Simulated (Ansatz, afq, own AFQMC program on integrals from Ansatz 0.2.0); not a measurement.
**BGeH2 (quartet): quantum Monte Carlo beside coupled cluster at distance Ge1–B2 = 2.410 Å, cc-pVDZ**

How near does AFQMC come to the top of the ladder for BGeH2 (quartet)?

Method: cc-pVDZ, frozen cores; program: Ansatz 0.2.0, Gaussian basis, and an in-house AFQMC program (afq) on its integrals; all values are calculated.

Plan: PBE (unrestricted); r2SCAN (unrestricted); PBE0 (unrestricted); B3LYP (unrestricted); wB97M-V (unrestricted); B2PLYP (unrestricted); CCSD(T) on UHF; CCSDT(Q) on UHF; Phaseless AFQMC, CISD trial on UHF.

1 further run of the same task is left out (it didn't finish).

### 1 The geometry

The geometry derives from a PBE0/def2-TZVP stationary point (not a proven minimum). One bond is set to the value named and the two fragments are kept rigid. No spin-orbit coupling is included. The filled d shell of Ge may be among the frozen orbitals whatever the setting's name suggests; the logs give the count.

4 atoms, charge 0, spin multiplicity 4.

Atoms are counted from 1 here; the program's logs count them from 0.

Bond lengths: Ge1–B2 2.410 Å, Ge1–H3 1.542 Å, Ge1–H4 1.542 Å. Angles: B2–Ge1–H3 125.2°, B2–Ge1–H4 125.2°, H3–Ge1–H4 109.6°.

### 2 PBE (unrestricted)

The input, in.yaml:

```yaml
crystal:
  periodic: [false, false, false]
  atoms:
    - {symbol: Ge, position_ang: [0.000000, 0.000000, 0.283879]}
    - {symbol: B, position_ang: [0.000000, 0.000000, -2.126121]}
    - {symbol: H, position_ang: [0.000000, 1.259295, 1.172963]}
    - {symbol: H, position_ang: [0.000000, -1.259295, 1.172963]}
basis:
  gaussian: {orbitals: cc-pVDZ}
magnetization: {spin_polarized: true, initial_magnetization: 3}
hamiltonian: {xc: {name: PBE}}
output: {orbitals: {seedname: orbitals}}
```

Launch:

```bash
> ansatz run in.yaml --threads 1 --pin off --events-out ev --progress --plain --max-ram 1382MiB
```

The log of the run:

```text
Functional definition: PBE
  name "PBE"
  cite "Perdew, Burke & Ernzerhof, Phys. Rev. Lett. 77, 3865 (1996) doi:10.1103/PhysRevLett.77.3865"
  parent pbe
  parameter kappa = 0.804
  parameter beta = 0.06672455060314922
  exchange = pbe_x(kappa = kappa, mu = beta*pi^2/3)
  correlation = pbe_c(beta = beta)
645 factors; their error is unknown
mean field evaluation 1: about -57209.1870 eV, gradient 9.2e0 eV
mean field evaluation 2: about -57208.0657 eV, gradient 1.3e1 eV
mean field evaluation 4: about -57209.8773 eV, gradient 9.7e-1 eV
mean field evaluation 8: about -57209.8740 eV, gradient 2.6e-2 eV
mean field evaluation 16: about -57208.9580 eV, gradient 3.9e0 eV
mean field -57209.87404834 eV, -2102.4240930309 hartree, gradient 1.3e-5 eV, S^2 3.753432; 3 other end points of the search recorded, 0 dependent functions left out
reference -57209.87408219 eV, -2102.4240942752 hartree; 21, 18 occupied and 30, 33 virtual orbitals, 645 factors
Total energy: -57209.87408219 eV, -2102.4240942752 hartree
```

Wall time 3 s (1 thread of Arm Neoverse V1, shared host).

From the report: ⟨S²⟩ of the determinant 3.753 (pure quartet: 3.75).

### 3 r2SCAN (unrestricted)

Changes to in.yaml since step 2:

```diff
@@ -10,3 +10,2 @@
 magnetization: {spin_polarized: true, initial_magnetization: 3}
-hamiltonian: {xc: {name: PBE}}
-output: {orbitals: {seedname: orbitals}}
+hamiltonian: {xc: {name: r2SCAN}}
```

Same command.

The log of the run, cut to the lines that bear on the results:

```text
Functional definition: r2SCAN
  name "r2SCAN"
  cite "Furness, Kaplan, Ning, Perdew & Sun, J. Phys. Chem. Lett. 11, 8208 (2020) doi:10.1021/acs.jpclett.0c02405"
  cite "Furness, Kaplan, Ning, Perdew & Sun, J. Phys. Chem. Lett. 11, 9248 (2020) doi:10.1021/acs.jpclett.0c03077"
  parent r2scan
[...]
645 factors; their error is unknown
[...]
mean field -57219.06098755 eV, -2102.7617068200 hartree, gradient 3.8e-5 eV, S^2 3.759897; 5 other end points of the search recorded, 0 dependent functions left out
reference -57219.06099821 eV, -2102.7617072115 hartree; 21, 18 occupied and 30, 33 virtual orbitals, 645 factors
Total energy: -57219.06099821 eV, -2102.7617072115 hartree
```

Run time: 9.5 s. Hardware: 1 thread of Arm Neoverse V1, shared host.

From the report: ⟨S²⟩ of the determinant 3.760 (pure quartet: 3.75).

### 4 PBE0 (unrestricted)

Changes to in.yaml since step 3:

```diff
@@ -10,2 +10,3 @@
 magnetization: {spin_polarized: true, initial_magnetization: 3}
-hamiltonian: {xc: {name: r2SCAN}}
+hamiltonian: {xc: {name: PBE0}}
+output: {orbitals: {seedname: orbitals}}
```

Same command.

The log of the run:

```text
Functional definition: PBE0
  name "PBE0"
  cite "Adamo & Barone, J. Chem. Phys. 110, 6158 (1999) doi:10.1063/1.478522"
  cite "Perdew, Burke & Ernzerhof, Phys. Rev. Lett. 77, 3865 (1996) doi:10.1103/PhysRevLett.77.3865"
  parent pbe
  parameter a = 0.25
  parameter kappa = 0.804
  parameter beta = 0.06672455060314922
  exchange = (1 - a)*pbe_x(kappa = kappa, mu = beta*pi^2/3) + a*exact_x
  correlation = pbe_c(beta = beta)
546 factors; integrals over basis functions are off by at most 1.2e-3 eV
mean field evaluation 1: about -57211.1040 eV, gradient 5.4e0 eV
mean field evaluation 2: about -57211.3737 eV, gradient 3.2e0 eV
mean field evaluation 4: about -57211.4823 eV, gradient 7.4e-1 eV
mean field evaluation 8: about -57211.5174 eV, gradient 5.9e-2 eV
mean field evaluation 16: about -57211.5176 eV, gradient 5.8e-4 eV
mean field -57211.51761224 eV, -2102.4844928902 hartree, gradient 2.3e-5 eV, S^2 3.758455; 1 other end points of the search recorded, 0 dependent functions left out
reference -57211.51763787 eV, -2102.4844938323 hartree; 21, 18 occupied and 30, 33 virtual orbitals, 546 factors
Total energy: -57211.51763787 eV, -2102.4844938323 hartree
```

Wall time 2.7 s (1 thread of Arm Neoverse V1, shared host).

From the report: ⟨S²⟩ of the determinant 3.758 (pure quartet: 3.75).

### 5 B3LYP (unrestricted)

Changes to in.yaml since step 4:

```diff
@@ -10,3 +10,2 @@
 magnetization: {spin_polarized: true, initial_magnetization: 3}
-hamiltonian: {xc: {name: PBE0}}
-output: {orbitals: {seedname: orbitals}}
+hamiltonian: {xc: {name: B3LYP}}
```

Launched as before.

The log of the run, cut to the lines that bear on the results:

```text
Functional definition: B3LYP
  name "B3LYP"
  cite "Stephens, Devlin, Chabalowski & Frisch, J. Phys. Chem. 98, 11623 (1994) doi:10.1021/j100096a001"
  cite "Becke, Phys. Rev. A 38, 3098 (1988) doi:10.1103/PhysRevA.38.3098"
  cite "Lee, Yang & Parr, Phys. Rev. B 37, 785 (1988) doi:10.1103/PhysRevB.37.785"
  cite "Vosko, Wilk & Nusair, Can. J. Phys. 58, 1200 (1980) doi:10.1139/p80-159"
[...]
546 factors; integrals over basis functions are off by at most 1.2e-3 eV
[...]
mean field -57221.01496887 eV, -2102.8335143089 hartree, gradient 3.6e-5 eV, S^2 3.755905; 1 other end points of the search recorded, 0 dependent functions left out
reference -57221.01518439 eV, -2102.8335222290 hartree; 21, 18 occupied and 30, 33 virtual orbitals, 546 factors
Total energy: -57221.01518439 eV, -2102.8335222290 hartree
```

Run time: 2.6 s. Hardware: 1 thread of Arm Neoverse V1, shared host.

From the report: ⟨S²⟩ of the determinant 3.756 (pure quartet: 3.75).

### 6 wB97M-V (unrestricted)

Changes to in.yaml since step 5:

```diff
@@ -10,2 +10,3 @@
 magnetization: {spin_polarized: true, initial_magnetization: 3}
-hamiltonian: {xc: {name: B3LYP}}
+hamiltonian: {xc: {name: wB97M-V}}
+output: {orbitals: {seedname: orbitals}}
```

Launched as before.

The log of the run, cut to the lines that bear on the results:

```text
Functional definition: wB97M-V
  name "wB97M-V"
  cite "Mardirossian & Head-Gordon, J. Chem. Phys. 144, 214110 (2016) doi:10.1063/1.4952647"
  cite "Becke, J. Chem. Phys. 107, 8554 (1997) doi:10.1063/1.475007"
  cite "Vydrov & Van Voorhis, J. Chem. Phys. 133, 244103 (2010) doi:10.1063/1.3521275"
  # Of w^i u^j: cxij and so on, Table III.
[...]
  gx(w, u) = 1 - cx + cx01*u + cx10*w
  gss(w, u) = css00 + css04*u^4 + css10*w + css20*w^2 + css43*w^4*u^3
  gos(w, u) = cos00 + cos10*w + (cos20 + cos21*u)*w^2 + (cos60 + cos61*u)*w^6
[...]
      + integral(e_c_pw_mod_opposite_spin*gos(b97_w_opposite, b97_u_opposite)) + vv10(b, c)
546 factors; integrals over basis functions are off by at most 1.2e-3 eV
168 factors; integrals over basis functions are off by at most 9.5e-6 eV
[...]
mean field -57215.72774347 eV, -2102.6392123592 hartree, gradient 6.5e-6 eV, S^2 3.756109; 1 other end points of the search recorded, 0 dependent functions left out
reference -57215.72777717 eV, -2102.6392135977 hartree; 21, 18 occupied and 30, 33 virtual orbitals, 546 factors
Total energy: -57215.72777717 eV, -2102.6392135977 hartree
```

Wall time 13 s (1 thread of Arm Neoverse V1, shared host).

From the report: ⟨S²⟩ of the determinant 3.756 (pure quartet: 3.75).

### 7 B2PLYP (unrestricted)

Changes to in.yaml since step 6:

```diff
@@ -10,3 +10,3 @@
 magnetization: {spin_polarized: true, initial_magnetization: 3}
-hamiltonian: {xc: {name: wB97M-V}}
-output: {orbitals: {seedname: orbitals}}
+hamiltonian: {xc: {name: B2PLYP}}
+correlation: {electrons: outside_noble_gas}
```

Same command.

The log of the run, cut to the lines that bear on the results:

```text
Functional definition: B2PLYP
  name "B2PLYP"
  cite "Grimme, J. Chem. Phys. 124, 034108 (2006) doi:10.1063/1.2148954"
  cite "Becke, Phys. Rev. A 38, 3098 (1988) doi:10.1103/PhysRevA.38.3098"
  cite "Lee, Yang & Parr, Phys. Rev. B 37, 785 (1988) doi:10.1103/PhysRevB.37.785"
[...]
546 factors; integrals over basis functions are off by at most 1.2e-3 eV
[...]
mean field -57206.11500866 eV, -2102.2859508709 hartree, gradient 4.3e-6 eV, S^2 3.766495; 2 other end points of the search recorded, 0 dependent functions left out
15 core orbitals not correlated: weight in the atoms' cores, before any rotation towards them, 0.999 or more for the frozen orbitals, at most 0.001 for the correlated occupied ones
reference -57206.11514642 eV, -2102.2859559335 hartree; 6, 3 occupied and 30, 33 virtual orbitals, 546 factors
second order -4.28950330 eV of doubles, -0.00000000 eV of singles
Total energy: -57207.27331231 eV, -2102.3285177449 hartree
```

Wall time 3.7 s (1 thread of Arm Neoverse V1, shared host).

From the report: ⟨S²⟩ of the determinant 3.766 (pure quartet: 3.75).

### 8 CCSD(T) on UHF

Changes to in.yaml since step 7:

```diff
@@ -10,3 +10,2 @@
 magnetization: {spin_polarized: true, initial_magnetization: 3}
-hamiltonian: {xc: {name: B2PLYP}}
-correlation: {electrons: outside_noble_gas}
+correlation: {method: ccsd_t, electrons: outside_noble_gas, hamiltonian_folder: ham}
```

The command is unchanged.

The log of the run, cut to the lines that bear on the results:

```text
Functional definition: HF
  name "HF"
  cite "Fock, Z. Phys. 61, 126 (1930) doi:10.1007/BF01340294"
  parent pbe
[...]
546 factors; integrals over basis functions are off by at most 1.2e-3 eV
[...]
mean field -57170.87811624 eV, -2100.9910189587 hartree, gradient 5.3e-6 eV, S^2 3.792726; 8 other end points of the search recorded, 0 dependent functions left out
determinant -57170.87811624 eV, -2100.9910189587 hartree, with singles and doubles -57175.11380914 eV, -2101.1466778019 hartree
determinant -57170.39352099 eV, -2100.9732104117 hartree, with singles and doubles -57174.48006576 eV, -2101.1233881623 hartree
determinant -57168.09541937 eV, -2100.8887567352 hartree, with singles and doubles -57172.51943776 eV, -2101.0513364120 hartree
determinant -57167.92397274 eV, -2100.8824561877 hartree, with singles and doubles -57171.70680181 eV, -2101.0214725918 hartree
15 core orbitals not correlated: weight in the atoms' cores, before any rotation towards them, 0.999 or more for the frozen orbitals, at most 0.000 for the correlated occupied ones
reference -57170.87811624 eV, -2100.9910189587 hartree; 6, 3 occupied and 30, 33 virtual orbitals, 546 factors
second order -3.17765741 eV of doubles, -0.00000000 eV of singles
cycle   1  -4.23521508 eV  change    4.8e-4 eV  update   2.4e-3
[...]
cycle  10  -4.23624131 eV  change    4.2e-6 eV  update   3.5e-6
perturbative correction -0.14562363 eV, -0.0053515696 hartree
Total energy: -57175.25998117 eV, -2101.1520495249 hartree
```

Wall time 7 s (1 thread of Arm Neoverse V1, shared host).

From the report: ⟨S²⟩ of the determinant 3.793 (pure quartet: 3.75); correlation -4.3819 eV; T1 0.039; largest double amplitude 0.08.

This run also writes the integrals to the folder ham.

### 9 CCSDT(Q) on UHF

Changes to in.yaml since step 8:

```diff
@@ -10,2 +10,2 @@
 magnetization: {spin_polarized: true, initial_magnetization: 3}
-correlation: {method: ccsd_t, electrons: outside_noble_gas, hamiltonian_folder: ham}
+correlation: {method: ccsdt_q, electrons: outside_noble_gas}
```

The command is unchanged.

The log of the run, cut to the lines that bear on the results:

```text
Functional definition: HF
  name "HF"
  cite "Fock, Z. Phys. 61, 126 (1930) doi:10.1007/BF01340294"
  parent pbe
[...]
994 factors; integrals over basis functions are off by at most 1.6e-7 eV
[...]
mean field -57170.87820253 eV, -2100.9910221299 hartree, gradient 5.6e-6 eV, S^2 3.792726; 8 other end points of the search recorded, 0 dependent functions left out
determinant -57170.87820253 eV, -2100.9910221299 hartree, with singles and doubles -57175.11389426 eV, -2101.1466809298 hartree
determinant -57170.39360808 eV, -2100.9732136124 hartree, with singles and doubles -57174.48015255 eV, -2101.1233913517 hartree
determinant -57168.09551447 eV, -2100.8887602300 hartree, with singles and doubles -57172.51953974 eV, -2101.0513401597 hartree
determinant -57167.92406613 eV, -2100.8824596195 hartree, with singles and doubles -57171.70689733 eV, -2101.0214761021 hartree
15 core orbitals not correlated: weight in the atoms' cores, before any rotation towards them, 0.999 or more for the frozen orbitals, at most 0.000 for the correlated occupied ones
reference -57170.87820253 eV, -2100.9910221299 hartree; 6, 3 occupied and 30, 33 virtual orbitals, 994 factors
second order -3.17768011 eV of doubles, -0.00000000 eV of singles
cycle   1  -3.83955244 eV  change   -6.6e-1 eV  update   8.8e-2
[...]
cycle  20  -4.43003251 eV  change   -1.3e-7 eV  update   4.2e-7
perturbative correction -0.00912617 eV, -0.0003353807 hartree
Total energy: -57175.31736121 eV, -2101.1541582025 hartree
```

Wall time 21 s (1 thread of Arm Neoverse V1, shared host).

From the report: ⟨S²⟩ of the determinant 3.793 (pure quartet: 3.75); correlation -4.4392 eV; T1 0.042; largest double amplitude 0.10.

### 10 Phaseless AFQMC, CISD trial on UHF

It reads the integrals that the CCSD(T) run on this determinant wrote.

Launch:

```bash
> afq ham --method phaseless --trial cisd --walkers 60 --populations 1 --least-time 40 --time-step 0.005 --steps-per-block 50 --equilibration-blocks 28 --max-blocks 300 --target-error 0.00036 --factor-cut 1e-05 --start spin_pure --seed 4533 --release-times 0.24,0.51,0.99,1.62,2.4 --release-step 0.03 --release-every 4 --taylor-order 6
```

The log of the run:

```text
orbitals 36  electrons 6 3  factors 278 of 546
reference energy -2100.99101896 Eh
CCSD correlation -0.15567891 Eh in 16 cycles, weight of the determinant in the CISD state 0.8604
energy of the start -2101.145643 Eh
 block  time / (1/Eh)  mean weight  energy / Eh
     1     0.250  0.9995  -2101.144638
     2     0.500  1.0001  -2101.145147
     3     0.750  1.0013  -2101.146576
     4     1.000  1.0006  -2101.148402
     5     1.250  0.9986  -2101.149777
     6     1.500  1.0002  -2101.150513
     7     1.750  1.0005  -2101.152220
     8     2.000  0.9996  -2101.149651
     9     2.250  0.9997  -2101.149763
    10     2.500  1.0017  -2101.150016
    13     3.250  1.0003  -2101.153017
    17     4.250  1.0005  -2101.152827
    21     5.250  1.0005  -2101.151795
    25     6.250  1.0016  -2101.149816
    29     7.250  1.0002  -2101.152611
    33     8.250  1.0004  -2101.153669
    37     9.250  0.9991  -2101.154220
    41    10.250  1.0000  -2101.156836
    45    11.250  1.0025  -2101.149036
    49    12.250  1.0009  -2101.155082
    53    13.250  0.9998  -2101.152691
    57    14.250  0.9991  -2101.153604
    61    15.250  0.9990  -2101.150700
    65    16.250  1.0002  -2101.154153
    69    17.250  1.0005  -2101.152976
    73    18.250  1.0003  -2101.148109
    77    19.250  0.9998  -2101.151077
    81    20.250  1.0007  -2101.155421
    85    21.250  0.9996  -2101.154284
    89    22.250  1.0007  -2101.150756
    93    23.250  1.0002  -2101.151242
    97    24.250  1.0009  -2101.153341
   101    25.250  1.0007  -2101.158743
   105    26.250  1.0018  -2101.149397
   109    27.250  0.9975  -2101.153042
   113    28.250  1.0007  -2101.151646
   117    29.250  0.9987  -2101.152656
   121    30.250  1.0003  -2101.152340
   125    31.250  1.0005  -2101.150224
   129    32.250  1.0004  -2101.152188
   133    33.250  1.0001  -2101.150427
   137    34.250  0.9991  -2101.150766
   141    35.250  0.9985  -2101.156428
   145    36.250  0.9999  -2101.157913
   149    37.250  1.0009  -2101.150594
   153    38.250  0.9993  -2101.151565
   157    39.250  1.0000  -2101.155904
   161    40.250  0.9994  -2101.161126
   165    41.250  0.9983  -2101.152175
   169    42.250  0.9998  -2101.155081
   173    43.250  0.9988  -2101.156401
   177    44.250  0.9985  -2101.158292
   181    45.250  0.9991  -2101.158179
   185    46.250  1.0000  -2101.151734
   189    47.250  1.0000  -2101.155922
   193    48.250  1.0010  -2101.155239
   197    49.250  0.9998  -2101.154916
blocks merged  error / Eh  count
     1  0.000200  170
     2  0.000259  85
     4  0.000316  42
     8  0.000357  21
    16  0.000440  10
released: time / (1/Eh)  energy / Eh  error  mean overlap
  0.24  -2101.153586  0.000389  1.0021
  0.51  -2101.153854  0.000372  0.9922
  0.99  -2101.153621  0.000407  0.9878
  1.62  -2101.153983  0.000478  0.9938
  2.40  -2101.153614  0.000523  1.0231
energy -2101.153383 +/- 0.000357 Eh
```

Run time: 4 min. Hardware: 1 thread of Arm Neoverse V1, shared host.

Energy -57175.2963 ± 0.0097 eV. Caveats: constraint bias not in the error. The error still grows with block length (0.0086 to 0.0120 eV), so the bar may be too small.

### 11 All levels side by side

On the UHF determinant, counted from CCSDT(Q) (a yardstick, not exact):

```
                                              level  energy (eV)  from CCSDT(Q) (kJ/mol)  statistical error (kJ/mol)   time
                                                 HF  -57170.8781                  +428.3                                   
                                                MP2  -57174.0558                  +121.7                                   
                                               CCSD  -57175.1144                   +19.6                                   
                                            CCSD(T)  -57175.2600                    +5.5                                   
                                           CCSDT(Q)  -57175.3174                     0.0                                   
Phaseless AFQMC, CISD trial, step 0.005, 60 walkers  -57175.2963                    +2.0                         0.9  4 min
```

The functionals' totals stand on their own zeros and serve differences with other points: PBE -57209.874 eV; r2SCAN -57219.061 eV; PBE0 -57211.518 eV; B3LYP -57221.015 eV; wB97M-V -57215.728 eV; B2PLYP -57207.273 eV.

### 12 Results

| quantity | value |
| --- | --- |
| CCSD(T) on UHF from CCSDT(Q) | +5.5 kJ/mol |
| Phaseless AFQMC, CISD trial on UHF from CCSDT(Q) | +2.0 ± 0.9 kJ/mol |

**Reading.** On UHF the phaseless walk with the CISD trial lies +2.0 kJ/mol from CCSDT(Q), within three error bars. Error bars are statistical and leave out the constraint, the time step and what remains of the start.
